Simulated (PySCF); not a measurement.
# C2H7PSi2: NMR shifts, electronic excitations and K edges in gas and solvents

Aim: compute the NMR shifts, electronic excitations and K edges of C2H7PSi2 (`C#C[SiH2]P[SiH3]`), and see what a dielectric continuum does where one was used.

Computed with PySCF 2.14.0, with density-fitted response routines of our own, on a single molecule, in the gas phase or a continuum. Atoms count from 0, in the outputs and in this text.

## (1) The starting structure

12 atoms, charge 0, multiplicity 1; geometry from: GFN2-xTB.

Bonds of the start (Å): C0–C1 1.20, C1–Si2 1.85, Si2–P3 2.24, P3–Si4 2.23, C0–H5 1.05, Si2–H6 1.47, Si2–H7 1.47, P3–H8 1.38, Si4–H9 1.46, Si4–H10 1.46, Si4–H11 1.46.

## (2) Geometry optimisation at PBE0-D3(BJ)/def2-SVP

What the job is given:

```
{"job": {"xc": "PBE0", "basis": "def2-SVP", "d3": "d3bj", "grid": 1, "kind": "geom"}, "charge": 0, "multiplicity": 1}
C      2.031342     1.563466    -0.850972
C      1.678782     0.438105    -0.612922
Si     1.071668    -1.255133    -0.168718
P     -0.721909    -1.203625     1.173132
Si    -2.039792     0.313362     0.210441
H      2.355059     2.540103    -1.073796
H      0.685583    -1.950517    -1.399749
H      2.140867    -1.944406     0.560541
H     -0.171496    -0.341498     2.097961
H     -3.045742     0.678714     1.207413
H     -1.322296     1.509886    -0.234188
H     -2.660867    -0.349142    -0.935169
```

Command:

```console
$ OMP_NUM_THREADS=1 python probes_run.py task.json out
```

The driver reads the jobs from task.json and runs them one after another.

Log:

```text
step   0  E = -999.88613095  max force = 0.034216
step   1  E = -999.89030424  max force = 0.003728
step   2  E = -999.89051538  max force = 0.001242
step   3  E = -999.89055153  max force = 0.000373
step   4  E = -999.89058054  max force = 0.000719
step   5  E = -999.89061860  max force = 0.001441
step   6  E = -999.89064588  max force = 0.001600
step   7  E = -999.89066100  max force = 0.000832
step   8  E = -999.89067338  max force = 0.000472
step   9  E = -999.89068129  max force = 0.000568
step  10  E = -999.89069058  max force = 0.000771
step  11  E = -999.89069755  max force = 0.000507
step  12  E = -999.89070186  max force = 0.000309
optimisation converged
```

Wall time 3.1 min (1 thread, shared host).

Step by step:

```csv
step,energy from step 0 (eV),largest force component (eV/Å)
0,0.0000,1.7595
1,-0.1136,0.1917
2,-0.1193,0.0639
3,-0.1203,0.0192
4,-0.1211,0.0370
5,-0.1221,0.0741
6,-0.1229,0.0823
7,-0.1233,0.0428
8,-0.1236,0.0243
9,-0.1238,0.0292
10,-0.1241,0.0396
11,-0.1243,0.0261
12,-0.1244,0.0159
```

Distances of close pairs at the start and the end, largest changes first:

```csv
bond,before (Å),after (Å),change (Å)
P3–H8,1.379,1.429,+0.050
P3–Si4,2.228,2.267,+0.039
Si4–H11,1.462,1.494,+0.032
Si4–H9,1.463,1.494,+0.031
Si4–H10,1.464,1.492,+0.028
Si2–H6,1.466,1.492,+0.026
Si2–H7,1.466,1.491,+0.025
C0–H5,1.053,1.076,+0.023
```

The next job starts from the end point, and lists it.

```csv
at the end point,value
point group (found at 0.08 Å tolerance),C1
"rotational constants (GHz, main isotopes)","3.004, 1.630, 1.161"
dipole moment (D),1.41
```

## (3) Nuclear shieldings: PBE0/pcSseg-1 in chloroform

What the job is given:

```
{"job": {"kind": "nmr", "xc": "PBE0", "basis": "pcSseg-1", "solvent": "chloroform", "pop": true}, "charge": 0, "multiplicity": 1}
C      1.775860     1.397560    -0.952346
C      1.475152     0.267321    -0.613884
Si     0.974793    -1.404167    -0.051971
P     -0.682842    -1.372753     1.482223
Si    -1.987519     0.176247     0.462469
H      2.042491     2.394094    -1.257557
H      0.477946    -2.182844    -1.223181
H      2.155234    -2.091907     0.545859
H     -0.028254    -0.447075     2.352329
H     -3.226037     0.348050     1.279573
H     -1.321725     1.501077     0.294962
H     -2.360555    -0.371162    -0.876737
```

Method: GIAO PBE0/pcSseg-1 NMR shielding, non-relativistic, IEF-PCM chloroform.

Log:

```text
coarse grid: 11384 points
cycle   1  E = -1000.1266480560  dE =  1.027e-01  |g| = 3.317e-01  |ddm| = 3.173e+00
cycle   2  E = -1000.1291981503  dE = -2.550e-03  |g| = 3.122e-01  |ddm| = 7.041e-01
cycle   3  E = -1000.1538553653  dE = -2.466e-02  |g| = 7.473e-02  |ddm| = 3.235e-01
cycle   4  E = -1000.1548712968  dE = -1.016e-03  |g| = 3.876e-02  |ddm| = 7.001e-02
cycle   5  E = -1000.1552616325  dE = -3.903e-04  |g| = 3.711e-03  |ddm| = 3.164e-02
cycle   6  E = -1000.1552653498  dE = -3.717e-06  |g| = 1.488e-03  |ddm| = 6.331e-03
final grid: 95800 points
cycle   7  E = -1000.1859038711  dE = -1.425e-05  |g| = 4.602e-03  |ddm| = 2.699e-02
cycle   8  E = -1000.1859033795  dE =  4.917e-07  |g| = 4.722e-03  |ddm| = 1.203e-02
cycle   9  E = -1000.1859099159  dE = -6.536e-06  |g| = 1.916e-04  |ddm| = 6.223e-03
cycle  10  E = -1000.1859099181  dE = -2.278e-09  |g| = 1.315e-04  |ddm| = 2.582e-04
cycle  11  E = -1000.1859099222  dE = -4.068e-09  |g| = 4.394e-05  |ddm| = 1.157e-04
cycle  12  E = -1000.1859099227  dE = -4.602e-10  |g| = 5.879e-06  |ddm| = 3.778e-05
converged SCF energy = -1000.1859099227

GIAO shielding tensors (ppm)
atom      isotropic    diamagn.    paramagn.     s11        s22        s33       span
  0 C       73.166     261.035    -187.870     -9.669     -6.566    235.732    245.401
  1 C      101.517     261.185    -159.668      3.584     11.495    289.471    285.887
  2 Si     420.050     880.232    -460.182    381.910    426.275    451.966     70.056
  3 P      628.910     969.114    -340.204    577.063    594.030    715.637    138.574
  4 Si     424.960     879.884    -454.924    391.309    424.524    459.047     67.737
  5 H       28.273      31.887      -3.614     23.244     23.728     37.847     14.604
  6 H       26.785      28.186      -1.401     23.163     24.971     32.220      9.056
  7 H       26.532      27.208      -0.676     22.230     24.935     32.432     10.202
  8 H       29.821      30.618      -0.797     25.151     25.724     38.587     13.436
  9 H       27.077      28.408      -1.331     23.229     24.724     33.277     10.048
 10 H       26.842      30.130      -3.288     22.749     26.275     31.501      8.752
 11 H       27.294      29.237      -1.943     23.958     25.314     32.611      8.653
```

Run time: 41 s. Hardware: 1 thread, shared host.

The references, computed at this level on geometries of the same kind, shield at (ppm): 1H TMS 31.25, 13C TMS 185.2, 29Si TMS 351.9, 31P PH3 585.9. Their shielding less the atom's gives the shift. The references are single molecules in the same continuum, so shifts against H2O, NH3, PH3, H3PO4 or CFCl3 are not on the usual liquid scales and can be off by tens of ppm. Atoms listed in one row are averaged.

```csv
atoms,environment,σ (ppm),δ (ppm)
C0,terminal alkyne carbon,73.2,112.0
C1,alkyne carbon,101.5,83.6
"H6, H7","hydrogen on a silicon bonded to C, P",26.66,4.59
"H9, H10, H11",hydrogen on a silicon bonded to P,27.07,4.18
H5,hydrogen on a terminal alkyne carbon,28.27,2.97
H8,hydrogen on a phosphorus bonded to 2 Si,29.82,1.43
Si2,"silicon bonded to C, P, 2 H",420.1,-68.2
Si4,"silicon bonded to P, 3 H",425.0,-73.1
P3,"phosphorus bonded to 2 Si, H",628.9,-43.0
```

The run also stored atomic charges by several schemes (e):

```csv
atoms,Mulliken,IAO,Hirshfeld,ESP fit
C0,-0.19,-0.18,-0.07,-0.26
C1,-0.21,-0.35,-0.17,-0.28
Si2,0.49,0.59,0.29,0.49
P3,-0.41,-0.23,-0.07,-0.45
Si4,0.32,0.41,0.25,0.43
```

Mayer bond orders: C0–C1 2.53, C1–Si2 0.91, Si2–P3 0.94, P3–Si4 0.92.

## (4) Excited states and response: PBE0/def2-SVPD

Settings changed since step 3:

```diff
@@ -1,2 +1,2 @@
-{"job": {"kind": "nmr", "xc": "PBE0", "basis": "pcSseg-1", "solvent": "chloroform", "pop": true}, "charge": 0, "multiplicity": 1}
+{"job": {"kind": "uv", "xc": "PBE0", "basis": "def2-SVPD", "dynamic": true, "nstates": 6, "ntriplets": 0}, "charge": 0, "multiplicity": 1}
 C      1.775860     1.397560    -0.952346
```

With the program's defaults for keys left out, this is: TDDFT PBE0/def2-SVPD, vertical, gas phase, core orbitals frozen in the response.

Log:

```text
coarse grid: 11384 points
cycle   1  E = -999.7401679119  dE =  7.834e-02  |g| = 3.145e-01  |ddm| = 5.944e+00
cycle   2  E = -999.7379053573  dE =  2.263e-03  |g| = 3.232e-01  |ddm| = 1.497e+00
cycle   3  E = -999.7648709717  dE = -2.697e-02  |g| = 1.129e-01  |ddm| = 5.022e-01
cycle   4  E = -999.7678396486  dE = -2.969e-03  |g| = 3.605e-02  |ddm| = 1.584e-01
cycle   5  E = -999.7682027734  dE = -3.631e-04  |g| = 4.678e-03  |ddm| = 5.296e-02
cycle   6  E = -999.7682100215  dE = -7.248e-06  |g| = 1.634e-03  |ddm| = 1.531e-02
final grid: 95800 points
cycle   7  E = -999.8899572901  dE = -1.180e-05  |g| = 4.712e-03  |ddm| = 6.991e-02
cycle   8  E = -999.8899538042  dE =  3.486e-06  |g| = 5.575e-03  |ddm| = 2.043e-02
cycle   9  E = -999.8899652395  dE = -1.144e-05  |g| = 2.267e-04  |ddm| = 1.116e-02
cycle  10  E = -999.8899652424  dE = -2.911e-09  |g| = 2.262e-04  |ddm| = 6.560e-04
cycle  11  E = -999.8899652558  dE = -1.337e-08  |g| = 4.044e-05  |ddm| = 2.690e-04
cycle  12  E = -999.8899652563  dE = -5.195e-10  |g| = 9.520e-06  |ddm| = 8.402e-05
converged SCF energy = -999.8899652563

Static polarisability (au): isotropic 106.992, principal 85.658 113.624 121.695

Singlet excitations
state   eV       nm        f      main configurations
  1   5.6922    217.8   0.01294   H->L+1 0.52, H->L 0.17, H-2->L 0.10
  2   5.8191    213.1   0.10356   H->L 0.62, H->L+1 0.20
  3   5.9778    207.4   0.00962   H-2->L 0.47, H-1->L 0.26, H->L+1 0.08
  4   6.1531    201.5   0.01433   H->L+2 0.67
  5   6.2491    198.4   0.02247   H-2->L 0.23, H-1->L 0.21, H-2->L+1 0.11
  6   6.3816    194.3   0.00481   H->L+3 0.29, H-1->L+1 0.23, H-2->L+1 0.12
```

Run time: 46 s. Hardware: 1 thread, shared host.

Frontier orbitals and where they lie:

```csv
orbital,eV,atoms
HOMO−3,-8.92,"P3 19 %, Si4 19 %, C1 16 %"
HOMO−2,-8.40,"C1 35 %, C0 35 %, Si2 9 %"
HOMO−1,-8.30,"C1 25 %, C0 25 %, P3 16 %"
HOMO,-7.42,"P3 59 %, Si4 9 %, C1 8 %"
LUMO,-0.59,"C0 23 %, C1 23 %, P3 18 %"
LUMO+1,-0.40,"C0 26 %, C1 23 %, Si2 19 %"
LUMO+2,0.00,"P3 27 %, Si4 26 %, Si2 12 %"
```

With each of the 6 states as a Gaussian band of 0.4 eV half-width at 1/e, the curve within the window shown has maxima at 212 nm (ε 5,700) L/(mol cm). Beyond the last state computed it falls off for lack of states. The curve at chosen wavelengths:

```tsv
nm	ε (L/mol/cm)
186	554
188	818
191	1340
193	1766
195	2246
197	2768
200	3596
202	4145
204	4656
207	5279
209	5549
211	5672
213	5636
216	5293
218	4901
220	4416
222	3873
225	3033
227	2499
229	2012
232	1395
234	1065
236	797
238	586
241	357
243	252
```

Ground-state properties from the same run:

```csv
property,computed
dipole moment (D),1.19
polarisability (Å³),15.85
HOMO–LUMO gap (eV),6.83
−ε(HOMO) (eV),7.42
C6 with itself (au),3641
```

## (5) TDDFT and polarisability: PBE0/def2-SVPD in chloroform

Settings changed since step 4:

```diff
@@ -1,2 +1,2 @@
-{"job": {"kind": "uv", "xc": "PBE0", "basis": "def2-SVPD", "dynamic": true, "nstates": 6, "ntriplets": 0}, "charge": 0, "multiplicity": 1}
+{"job": {"kind": "uv", "xc": "PBE0", "basis": "def2-SVPD", "solvent": "chloroform", "nstates": 6, "ntriplets": 0}, "charge": 0, "multiplicity": 1}
 C      1.775860     1.397560    -0.952346
```

Method: TDDFT PBE0/def2-SVPD, vertical, IEF-PCM chloroform (non-equilibrium linear response), core orbitals frozen in the response.

Log:

```text
coarse grid: 11384 points
cycle   1  E = -999.7450621496  dE =  7.386e-02  |g| = 3.056e-01  |ddm| = 5.963e+00
cycle   2  E = -999.7462457266  dE = -1.184e-03  |g| = 2.932e-01  |ddm| = 1.298e+00
cycle   3  E = -999.7694890364  dE = -2.324e-02  |g| = 8.282e-02  |ddm| = 4.574e-01
cycle   4  E = -999.7709151909  dE = -1.426e-03  |g| = 3.655e-02  |ddm| = 1.293e-01
cycle   5  E = -999.7712806861  dE = -3.655e-04  |g| = 3.637e-03  |ddm| = 5.181e-02
cycle   6  E = -999.7712848566  dE = -4.170e-06  |g| = 1.182e-03  |ddm| = 1.297e-02
final grid: 95800 points
cycle   7  E = -999.8930176277  dE = -1.329e-05  |g| = 4.097e-03  |ddm| = 7.151e-02
cycle   8  E = -999.8930170082  dE =  6.195e-07  |g| = 4.325e-03  |ddm| = 1.758e-02
cycle   9  E = -999.8930235082  dE = -6.500e-06  |g| = 2.176e-04  |ddm| = 8.973e-03
cycle  10  E = -999.8930235079  dE =  2.749e-10  |g| = 2.188e-04  |ddm| = 5.678e-04
cycle  11  E = -999.8930235204  dE = -1.249e-08  |g| = 2.198e-05  |ddm| = 2.539e-04
cycle  12  E = -999.8930235205  dE = -1.430e-10  |g| = 6.727e-06  |ddm| = 5.530e-05
converged SCF energy = -999.8930235205

Static polarisability (au): isotropic 137.930, principal 111.564 145.025 157.202

Singlet excitations
state   eV       nm        f      main configurations
  1   5.7167    216.9   0.05135   H->L+1 0.39, H->L 0.35, H-2->L 0.09
  2   5.8115    213.3   0.14322   H->L 0.50, H->L+1 0.34
  3   6.0057    206.4   0.01067   H-2->L 0.56, H-1->L 0.20, H->L+1 0.08
  4   6.1884    200.3   0.03102   H->L+2 0.59, H-1->L 0.08
  5   6.2776    197.5   0.02451   H-1->L 0.23, H->L+2 0.20, H-2->L 0.17
  6   6.4130    193.3   0.00419   H-1->L+1 0.36, H->L+3 0.15, H->L+1 0.12
```

Wall time 41 s (1 thread, shared host).

In short: HOMO -7.41 eV, LUMO -0.55 eV; lowest singlet 5.72 eV.

## (6) Core excitations: BHandHLYP/def2-SVPD+aug-pcX-1+pcseg-1

Settings changed since step 5:

```diff
@@ -1,2 +1,2 @@
-{"job": {"kind": "uv", "xc": "PBE0", "basis": "def2-SVPD", "solvent": "chloroform", "nstates": 6, "ntriplets": 0}, "charge": 0, "multiplicity": 1}
+{"job": {"kind": "xas", "xc": "BHandHLYP", "basis": {"default": "aug-pcX-1", "H": "pcseg-1", "Si": "def2-SVPD", "P": "def2-SVPD"}}, "charge": 0, "multiplicity": 1}
 C      1.775860     1.397560    -0.952346
```

Level: core-valence-separated TDA BHandHLYP/aug-pcX-1 H:pcseg-1 Si:def2-SVPD P:def2-SVPD, K edges, non-relativistic, gas phase.

Log:

```text
coarse grid: 11384 points
cycle   1  E = -1000.2376364020  dE =  8.719e-02  |g| = 3.073e-01  |ddm| = 3.625e+00
cycle   2  E = -1000.2584460331  dE = -2.081e-02  |g| = 1.952e-01  |ddm| = 8.227e-01
cycle   3  E = -1000.2679672581  dE = -9.521e-03  |g| = 6.418e-02  |ddm| = 2.668e-01
cycle   4  E = -1000.2686198128  dE = -6.526e-04  |g| = 4.053e-02  |ddm| = 7.468e-02
cycle   5  E = -1000.2690509920  dE = -4.312e-04  |g| = 3.919e-03  |ddm| = 4.849e-02
cycle   6  E = -1000.2690559160  dE = -4.924e-06  |g| = 9.408e-04  |ddm| = 6.256e-03
final grid: 95800 points
cycle   7  E = -1000.3554283570  dE = -2.514e-05  |g| = 1.495e-03  |ddm| = 2.753e-02
cycle   8  E = -1000.3554285913  dE = -2.343e-07  |g| = 9.506e-04  |ddm| = 3.722e-03
cycle   9  E = -1000.3554288606  dE = -2.694e-07  |g| = 2.315e-04  |ddm| = 1.464e-03
cycle  10  E = -1000.3554288699  dE = -9.219e-09  |g| = 1.567e-04  |ddm| = 3.615e-04
cycle  11  E = -1000.3554288760  dE = -6.140e-09  |g| = 2.053e-05  |ddm| = 1.352e-04
cycle  12  E = -1000.3554288762  dE = -1.805e-10  |g| = 5.670e-06  |ddm| = 4.299e-05
converged SCF energy = -1000.3554288762

C K edge
   eV          f      from atoms
  282.853   0.05241   C1
  282.864   0.05344   C1
  283.105   0.05149   C0
  283.134   0.05267   C0
  286.108   0.01844   C0
  286.133   0.00685   C1
  286.299   0.00068   C1
  286.513   0.00969   C1
  286.879   0.00546   C1
  286.939   0.00725   C1
  287.051   0.00348   C0 C1
  287.066   0.00106   C1 C0
```

Run time: 26 s. Hardware: 1 thread, shared host.

## (7) Comparing the runs: electronic excitations

Excitations and ground-state properties, with basis size and wall time:

```csv
run,lowest singlet (eV),brightest (eV),f,gap (eV),α (Å³),μ (D),functions,time
PBE0/def2-SVPD,5.69,5.82,0.104,6.83,15.85,1.19,168,46 s
PBE0/def2-SVPD in chloroform,5.72,5.81,0.143,6.86,20.44,1.44,168,41 s
```

## (8) What came out

| quantity | value |
| --- | --- |
| point group | C1 |
| rotational constants (main isotopes) | 3.00, 1.63, 1.16 GHz |
| 13C shifts against TMS (PBE0/pcSseg-1, chloroform) | 112.0, 83.6 ppm |
| 1H shifts against TMS (PBE0/pcSseg-1, chloroform, means over atoms taken as alike) | 4.59, 4.18, 2.97, 1.43 ppm |
| 29Si shifts against TMS (PBE0/pcSseg-1, chloroform) | -68.2, -73.1 ppm |
| 31P shifts against PH3 (PBE0/pcSseg-1, chloroform) | -43.0 ppm |
| lowest singlet (PBE0/def2-SVPD) | 5.69 eV (218 nm), f = 0.013 |
| brightest single state of those computed | state 2, 5.82 eV, f = 0.104 |
| C K edge | first line 282.85 eV, strongest 282.86 eV (f = 0.053) |
| range of the lowest singlet | 5.69 to 5.72 eV |

In words: The optimisation took 12 steps and gained 0.124 eV; among the close pairs (by a distance rule), P3–H8 changed most, from 1.379 to 1.429 Å. No frequency check was run at this level, so the end point may be a saddle. At PBE0/pcSseg-1: Shielding is most anisotropic at C1 (span 286 ppm, paramagnetic term -160 ppm). The lowest singlet, at 5.69 eV, is HOMO→LUMO+1 0.52, HOMO→LUMO 0.17 and is weak; of the 6 states computed, the strongest absorption comes from state 2 at 5.82 eV. At the C edge the strongest single line lifts a 1s electron of C1 into several orbitals, led by LUMO+1 (weight 0.55), 0.0 eV above the first line. Absolute edge energies from this method are off by several eV; spacings are better. The lowest singlet runs from 5.69 eV (PBE0/def2-SVPD) to 5.72 eV (PBE0/def2-SVPD in chloroform), while the orbital gap spans 6.83 to 6.86 eV. The lowest state need not be the same one in every run.
